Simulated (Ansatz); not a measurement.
**Two self-consistent states of CuSnF6**

Aim: solve CuSnF6 (a database structure at a slightly changed volume) from each of its saved states, at one geometry and mesh, and see which is lowest and how they differ.

All numbers below are computed with Ansatz 0.2.0 (DFT, r2SCAN, plane waves, PAW).

## Step 1: Geometry

Cell: a = 5.444 Å, b = 5.050 Å, c = 5.207 Å, α = 120.21°, β = 92.52°, γ = 116.33°. Nearest neighbours (Å): F1: 1 Cu at 1.93, 1 Sn at 1.95; F2: 1 Cu at 1.93, 1 Sn at 1.95; F3: 1 Sn at 1.90, 1 Cu at 2.15; F4: 1 Sn at 1.90, 1 Cu at 2.15; Sn5: 6 F at 1.90 to 1.96; Cu6: 6 F at 1.92 to 2.15; F7: 1 Cu at 1.92, 1 Sn at 1.96; F8: 1 Cu at 1.92, 1 Sn at 1.96.

As a file:

```
CELL_PARAMETERS angstrom
5.44406 0.00000 0.00000
-2.24002 4.52638 0.00000
-0.22892 -3.03638 4.22340
ATOMIC_POSITIONS crystal
F 0.74800 0.11800 0.87100
F 0.25200 0.88200 0.12900
F 0.73700 0.87600 0.26600
F 0.26300 0.12400 0.73400
Sn 0.50000 0.00000 0.50000
Cu 0.00000 0.00000 0.00000
F 0.25000 0.49700 0.36400
F 0.75000 0.50300 0.63600
```

The states: A, Cu6 up (collinear spin); B, no atom with a moment over 0.3 μB (no spin polarisation). Each run reads its own saved solution as saved_state.

## Step 2: State A: the run

Contents of input.yaml:

```yaml
crystal:
  lattice:
    - [5.44406382, 0.0, 0.0]
    - [-2.24002006, 4.52637847, 0.0]
    - [-0.22892175, -3.03637886, 4.22339847]
  atoms:
    - { symbol: F, position: [0.748, 0.118, 0.871] }
    - { symbol: F, position: [0.252, 0.882, 0.129] }
    - { symbol: F, position: [0.737, 0.876, 0.266] }
    - { symbol: F, position: [0.263, 0.124, 0.734] }
    - { symbol: Sn, position: [0.5, 0.0, 0.5] }
    - { symbol: Cu, position: [0.0, 0.0, 0.0] }
    - { symbol: F, position: [0.25, 0.497, 0.364] }
    - { symbol: F, position: [0.75, 0.503, 0.636] }
kpoints:
  mp_grid: { grid: [4, 5, 4], shift: [0.5, 0.0, 0.5] }
magnetization:
  spin_polarized: true
scf:
  occupations: { method: gaussian, width: 0.0375 }
  lower_state_search: "off"
  max_iter: 200
hamiltonian:
  pseudopotentials: { kind: paw }
  xc: r2scan
basis:
  ecutwfc: 500
  fft_grid_basis: typed
output:
  forces: true
  stress: true
  eigenvalues: true
  bader: true
  populations: true
  elf: true
  write_potential: true
  volumetric_format: npy
  dos:
    e_range: [-12, 8]
    de: 0.05
    projected: { site_lists: { Cu: [Cu], F: [F], Sn: [Sn] } }
checkpoint:
  read: saved_state
```

## Step 4: Run from state B

Edit input.yaml of step 2 so:

```diff
@@ -17,3 +17,3 @@
 magnetization:
-  spin_polarized: true
+  spin_polarized: false
 scf:
```

(Steps that only read results are left out.)

**Question.** What will these runs give? Wanted: for each run, free energy; largest site moment; size of the net moment; gap; pressure; largest force.

As calculated:

```
state  free energy (meV/atom)  largest site moment (μB)  size of the net moment (μB/cell)  gap (eV)  pressure (GPa)  largest force (eV/Å)  SCF cycles
    A                     0.0                      0.81                              1.00      0.90             5.8                  0.83          10
    B                    83.6                         –                                 –     metal             5.9                  1.01          15
```

State A wins by 83.6 meV per atom over B. They differ in kind: A is gapped, B is a metal. Not all runs allow spin: where it is off, the gap in energy is mostly the cost of forbidding moments, not two ends of one search.

Limits of this run: an odd count of electrons without spin polarisation forces a partly filled band; a 3d oxide or halide that comes out metallic without a U or exact exchange, which may be an insulator in nature; the k mesh is coarse for a cell without a gap.

The gaps are Kohn-Sham values of a semilocal functional, not quasiparticle or optical gaps. Such gaps usually fall short of the measured ones.
